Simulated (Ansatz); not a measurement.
# WC (Qusongite): the cost of one run

Computed with Ansatz 0.2.0 (DFT PBE, scalar-relativistic, plane waves, PAW, unless a step's input says otherwise).

1 further run of the same task is left out (set aside as unsound or not needed).

### 1 The structure to begin with

It takes space group P-6m2 (No. 187, hexagonal). Conventional cell: a = 2.922 Å, b = 2.922 Å, c = 2.847 Å, α = 90.00°, β = 90.00°, γ = 120.00°. W (site symmetry -6m2) is surrounded by 6 C at 2.21 Å. C (site symmetry -6m2) has 6 W at 2.21 Å as nearest neighbours.

As a file:

```
CELL_PARAMETERS angstrom
2.92168 0.00000 0.00000
-1.46084 2.53025 0.00000
0.00000 0.00000 2.84705
ATOMIC_POSITIONS crystal
W 0.00000 0.00000 0.00000
C 0.66667 0.33333 0.50000
```

This cell was relaxed beforehand with the same method: volume 10.52 Å³/atom, gap on the mesh none (metal).

### 2 The bulk in the cell of the plane

Input file input.yaml:

```yaml
crystal:
  lattice:
    - [2.9216789205, 0.0, 0.0]
    - [-1.4608394603, 2.5302481669, 0.0]
    - [0.0, 0.0, 2.8470525736]
  atoms:
    - { symbol: W, position: [0.0, 0.0, 0.0] }
    - { symbol: C, position: [0.6666666667, 0.3333333333, 0.5] }
basis:
  ecutwfc: 420
kpoints:
  mp_grid: { grid: [12, 12, 12] }
hamiltonian:
  xc: pbe
scf:
  occupations: { method: gaussian, width: 0.1 }
output:
  forces: true
  stress: true
  eigenvalues: true
  write_density: true
  write_potential: true
  elf: true
  volumetric_format: npy
```

Run with:

```
> ansatz run input.yaml --threads 1 --pin off --max-ram 2560MiB --backend cpu --events-out ev --progress --plain --runs-dir out
```

What time and memory should one allow on 1 thread of Intel Xeon at 2.70GHz, shared host?

About 6.5 s, with a peak of 0.36 GiB.
